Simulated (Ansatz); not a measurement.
# CH₄GeO: two torsions

A grid of calculations on CH4GeO, SMILES [CH3][Ge][OH], to see where the energy is lowest and how it rises around there.

The runs use Ansatz 0.2.0; RKS PBE0-D4/def2-TZVP.

### 1 The starting structure

SMILES `[CH3][Ge][OH]`, 7 atoms, charge 0, spin multiplicity 1.

Atoms are counted from 1 here; the program's logs count them from 0.

Bond lengths: C1–Ge2 2.028 Å, C1–H4 1.113 Å, C1–H5 1.109 Å, C1–H6 1.112 Å, Ge2–O3 1.817 Å, O3–H7 0.978 Å. Angles: Ge2–C1–H4 109.4°, Ge2–C1–H5 112.7°, Ge2–C1–H6 110.7°, H4–C1–H5 107.9°, H4–C1–H6 107.5°, H5–C1–H6 108.4°, C1–Ge2–O3 97.0°, Ge2–O3–H7 112.7°.

Geometry (Å):

```tsv
atom	x (Å)	y (Å)	z (Å)
C1	-0.6870	0.4205	-0.3071
Ge2	1.3122	0.3968	-0.6471
O3	1.7270	-0.8907	0.5668
H4	-1.1240	-0.5593	-0.6045
H5	-1.2087	1.2145	-0.8796
H6	-0.9011	0.5688	0.7745
H7	0.9429	-1.2187	1.0513
```

This geometry comes from a loose relaxation at PBE in a small basis, which is not shown.

### 3 The grid

The axes are (1) dihedral C1–Ge2–O3–H7: 12 values from −180 to 150 °, periodic; (2) dihedral H4–C1–Ge2–O3: 11 values from −149 to 31 °.

Nothing else is relaxed (all other coordinates rigid). Energies count from the relaxed molecule at the same level. Points are written as (first, second).

(The set-up runs are not shown.)

### 4 Point (120°, −59°)

The input, input.yaml:

```yaml
crystal:
  periodic: [false, false, false]
  atoms:
    - { symbol: C, position_ang: [-0.686477, 0.424372, -0.301766] }
    - { symbol: Ge, position_ang: [1.294481, 0.428709, -0.596544] }
    - { symbol: O, position_ang: [1.703561, -0.890007, 0.544906] }
    - { symbol: H, position_ang: [-1.096494, -0.562343, -0.54486] }
    - { symbol: H, position_ang: [-1.198983, 1.1713, -0.910967] }
    - { symbol: H, position_ang: [-0.905885, 0.626745, 0.752623] }
    - { symbol: H, position_ang: [2.136553, -1.649674, 0.143789] }
basis:
  gaussian: { orbitals: def2-TZVP }
hamiltonian:
  xc: pbe0
  dispersion: d4
output:
  forces: true
```

Command:

```
ansatz run input.yaml --threads 1 --pin off --max-ram 2560MiB --backend cpu --events-out ev --progress --plain --runs-dir out
```

The session goes on with these runs: all other points of the grid.

Before running it: what results should come out? Wanted: lowest point; highest computed point; dipole moment.

The runs gave:

| quantity | value |
| --- | --- |
| lowest point | (−180°, −59°), −1.2 kJ/mol |
| highest computed point | (90°, −131°), 40.9 kJ/mol above the lowest |
| dipole moment (D) | 0.65 at (−180°, −59°) to 1.99 at (0°, −113°); 0.65 at the lowest point |
| time for the whole task | 12 min on 1 thread, shared host |

The lowest computed point is at (−180°, −59°), −1.2 kJ/mol from the relaxed molecule at the same level. The highest computed point, (90°, −131°), lies 40.9 kJ/mol above the lowest.
